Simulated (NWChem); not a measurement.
**CH4BI (SMILES CBI) at 6 levels**

Wanted: a comparison of 6 runs (HF/STO-3G, HF/3-21G, HF/def2-SVP, PBE/3-21G, B3LYP/def2-SVP, PBE0/def2-SVP) of CH4BI. 

The results are computed with NWChem 7.3.0.

1 further run of the same task is left out (set aside as unsound or not needed).

## (1) The structure to begin with

CH4BI has 7 atoms, charge 0, and is taken as a singlet. As SMILES, `CBI`. Geometry: relaxed at PBE0-D4/def2-TZVP.

Bond lengths: C1–B2 1.545 Å, B2–I3 2.124 Å, C1–H4 1.089 Å, C1–H5 1.098 Å, C1–H6 1.097 Å, B2–H7 1.192 Å. Angles: C1–B2–I3 122.2°, C1–B2–H7 123.2°, I3–B2–H7 114.6°, B2–C1–H4 115.8°, B2–C1–H5 108.6°, B2–C1–H6 109.0°, H4–C1–H5 109.0°, H4–C1–H6 109.2°, H5–C1–H6 104.8°.

## (2) Energy and forces at HF/STO-3G (run 1)

File ch4bi.nw:

```
start ch4bi
title "CH4BI hf"
memory stack 880 mb heap 220 mb global 1100 mb

geometry units angstrom noautosym nocenter noautoz
  C       -0.639000       0.008700      -0.392400
  B        0.712300      -0.201900       0.327400
  I        1.548000       1.263000       1.618000
  H       -1.147000       0.948600      -0.180500
  H       -0.474800      -0.072100      -1.475000
  H       -1.308300      -0.825800      -0.147300
  H        1.370000      -1.188400       0.204200
end

basis spherical bse
  * library STO-3G
end

scf
  thresh 1e-08
  maxiter 80
end

task scf gradient
```

The run is started by

```console
$ nwchem ch4bi.nw > ch4bi.out
```

Log:

```text
[...]
  functions       =    41
[...]
  wavefunction    = RHF
[...]
         Total SCF energy =  -6914.826232347251
      One-electron energy =  -9883.168978081176
      Two-electron energy =   2789.811077398401
 Nuclear repulsion energy =    178.531668335524
        Time for solution =      2.4s
[...]
                         RHF ENERGY GRADIENTS
    atom               coordinates                        gradient
                 x          y          z           x          y          z
   1 C      -1.207535   0.016441  -0.741528    0.017823   0.010320   0.017284
   2 B       1.346052  -0.381536   0.618696   -0.029491   0.008278  -0.013823
   3 I       2.925296   2.386724   3.057577    0.000890   0.001306   0.001231
   4 H      -2.167516   1.792594  -0.341096   -0.003128   0.005533   0.000979
   5 H      -0.897242  -0.136249  -2.787346    0.001763  -0.003490  -0.007977
   6 H      -2.472329  -1.560536  -0.278357   -0.003389  -0.008182   0.000154
   7 H       2.588925  -2.245750   0.385882    0.015532  -0.013766   0.002151
[...]
```

It took 4.5 s on 1 thread of Intel Xeon 6975P-C (Granite Rapids), shared host; peak memory 0.1 GiB.

## (3) Energy and forces at HF/3-21G (run 2)

File mol.nw:

```
echo
start mol
title "CH4BI gradient"
memory stack 880 mb heap 220 mb global 1100 mb
charge 0

geometry noautosym nocenter noautoz
C     -0.639000     0.008700    -0.392400
B      0.712300    -0.201900     0.327400
I      1.548000     1.263000     1.618000
H     -1.147000     0.948600    -0.180500
H     -0.474800    -0.072100    -1.475000
H     -1.308300    -0.825800    -0.147300
H      1.370000    -1.188400     0.204200
end

basis spherical bse
* library 3-21G
end

scf
thresh 1e-08
maxiter 80
print low
end

task scf gradient
```

The run is started by

```console
$ nwchem mol.nw > mol.out
```

Log:

```text
[...]
  functions       =    57
[...]
  wavefunction    = RHF
[...]
         Total SCF energy =  -6951.843726284404
      One-electron energy =  -9918.970483753594
      Two-electron energy =   2788.595089133666
 Nuclear repulsion energy =    178.531668335524
        Time for solution =      2.8s
[...]
                         RHF ENERGY GRADIENTS
    atom               coordinates                        gradient
                 x          y          z           x          y          z
   1 C      -1.207535   0.016441  -0.741528    0.010194   0.002268   0.007691
   2 B       1.346052  -0.381536   0.618696   -0.002166   0.019282   0.008811
   3 I       2.925296   2.386724   3.057577   -0.010397  -0.017069  -0.015448
   4 H      -2.167516   1.792594  -0.341096   -0.002226   0.005010   0.001348
   5 H      -0.897242  -0.136249  -2.787346    0.001540  -0.001708  -0.003432
   6 H      -2.472329  -1.560536  -0.278357   -0.001073  -0.004065   0.000502
   7 H       2.588925  -2.245750   0.385882    0.004129  -0.003719   0.000529
 Task  times  cpu:        4.1s     wall:        4.1s
 Total times  cpu:        4.2s     wall:        4.2s
```

It took 4.8 s on 1 thread of Intel Xeon 6975P-C (Granite Rapids), shared host; peak memory 0.097 GiB.

Runs 3 to 5 aren't shown in full; the table further down has their settings and results.

## (4) Energy and gradient at PBE0/def2-SVP (core potential) (run 6)

File mol.nw:

```
start mol
memory stack 880 mb heap 220 mb global 1100 mb

geometry units angstrom noautosym nocenter noautoz
   C     -0.639000     0.008700    -0.392400
   B      0.712300    -0.201900     0.327400
   I      1.548000     1.263000     1.618000
   H     -1.147000     0.948600    -0.180500
   H     -0.474800    -0.072100    -1.475000
   H     -1.308300    -0.825800    -0.147300
   H      1.370000    -1.188400     0.204200
end

basis spherical bse
   * library def2-SVP
end

ecp bse
   I library def2-SVP
end

dft
   xc pbe0
   grid xfine
   convergence energy 1e-08
   maxiter 100
   mulliken
end

task dft gradient
```

The run is started by

```console
$ nwchem mol.nw > mol.out
```

Log:

```text
[...]
          Wavefunction type:  closed shell.
          No. of atoms     :     7
          No. of electrons :    40
[...]
          Charge           :     0
          Spin multiplicity:     1
[...]
          AO basis - number of functions:    74
[...]
              XC Information
              --------------
                         PBE0 Method XC Functional
                     Hartree-Fock (Exact) Exchange  0.250
          PerdewBurkeErnzerhof Exchange Functional  0.750
            Perdew 1991 LDA Correlation Functional  1.000 local
           PerdewBurkeErnz. Correlation Functional  1.000 non-local
[...]
 d= 0,ls=0.0,diis     1   -362.9251952820 -4.62D+02  1.04D-02  2.18D-01     2.2
[...]
 d= 0,ls=0.0,diis     8   -362.9607787161 -2.30D-09  1.78D-06  1.55D-08    15.2
         Total DFT energy =     -362.960778716084
      One electron energy =     -800.980021393535
           Coulomb energy =      372.356204900561
    Exchange-Corr. energy =      -33.118427172802
 Nuclear repulsion energy =       98.781464949692
[...]
      Total Density - Mulliken Population Analysis
     ---------------------------------------------
    Atom       Charge   Shell Charges
 -----------   ------   -------------------------------------------------------
    1 C    6     6.15   1.99  0.88  0.20  2.14  0.93  0.02
    2 B    5     5.00   1.99  0.89  0.16  1.47  0.45  0.06
    3 I   25    25.10   0.22  1.83  1.32  0.58  3.12  2.93  2.65  2.42  9.80  0.24
    4 H    1     0.93   0.73  0.17  0.03
    5 H    1     0.92   0.72  0.17  0.03
    6 H    1     0.92   0.72  0.17  0.03
    7 H    1     0.97   0.74  0.22  0.01
[...]
  wavefunction    = closed shell
                         DFT ENERGY GRADIENTS
    atom               coordinates                        gradient
                 x          y          z           x          y          z
   1 C      -1.207535   0.016441  -0.741528   -0.001404  -0.000192  -0.001026
   2 B       1.346052  -0.381536   0.618696    0.001569  -0.003777  -0.001030
   3 I       2.925296   2.386724   3.057577   -0.000983  -0.001250  -0.001279
   4 H      -2.167516   1.792594  -0.341096    0.002712  -0.004969  -0.001096
   5 H      -0.897242  -0.136249  -2.787346   -0.001059   0.000572   0.004979
   6 H      -2.472329  -1.560536  -0.278357    0.002844   0.004107  -0.001229
   7 H       2.588925  -2.245750   0.385882   -0.003678   0.005510   0.000681
[...]
```

Run time: 20 s. Hardware: 1 thread of Intel Xeon 6975P-C (Granite Rapids), shared host; peak memory 0.14 GiB.

## (5) All runs side by side

| run | level | core potential | iteration cap | energy (Eh) | dipole moment (D) | HOMO energy (eV) | LUMO energy (eV) | wall time |
| --- | --- | --- | --- | --- | --- | --- | --- | --- |
| 1 | HF/STO-3G | – | 80 | -6914.826232 | 1.91 | -7.40 | 6.07 | 4.5 s |
| 2 | HF/3-21G | – | 80 | -6951.843726 | – | – | – | 4.8 s |
| 3 | HF/def2-SVP (core potential) | def2-SVP | 80 | -361.511103 | 1.82 | -9.82 | 2.05 | 9.6 s |
| 4 | PBE/3-21G | – | 100 | -6954.321377 | 1.38 | -6.03 | -2.30 | 12 s |
| 5 | B3LYP/def2-SVP (core potential) | def2-SVP | 100 | -363.135451 | 1.43 | -7.00 | -1.68 | 20 s |
| 6 | PBE0/def2-SVP (core potential) | def2-SVP | 100 | -362.960779 | 1.52 | -7.29 | -1.56 | 20 s |

## (6) Results

| quantity | value |
| --- | --- |
| run 6: total energy | -362.96078 Eh |
| run 6: dipole moment | 1.52 D |
| run 6: HOMO energy | -7.29 eV |
| run 6: LUMO energy | -1.56 eV |
| run 6: HOMO–LUMO gap | 5.73 eV |
| run 6: largest force on an atom | 0.342 eV/Å |

**Reading.** Over runs 1, 3, 4, 5, 6 the dipole moment (its size) runs from 1.38 D (PBE/3-21G) to 1.91 D (HF/STO-3G). The two ends differ in method and basis. Over runs 1, 3, 4, 5, 6 the HOMO–LUMO gap runs from 3.73 eV (PBE/3-21G) to 13.47 eV (HF/STO-3G). Totals of different functionals can't be ranked against each other. Some runs of one species differ in core potentials or relativity; totals across that change don't compare. In run 1 the basis is minimal, so the values are rough. In runs 1, 2, 4 relativity is left out where basis or elements ask for it. All runs together took 71 s, the longest 20 s.
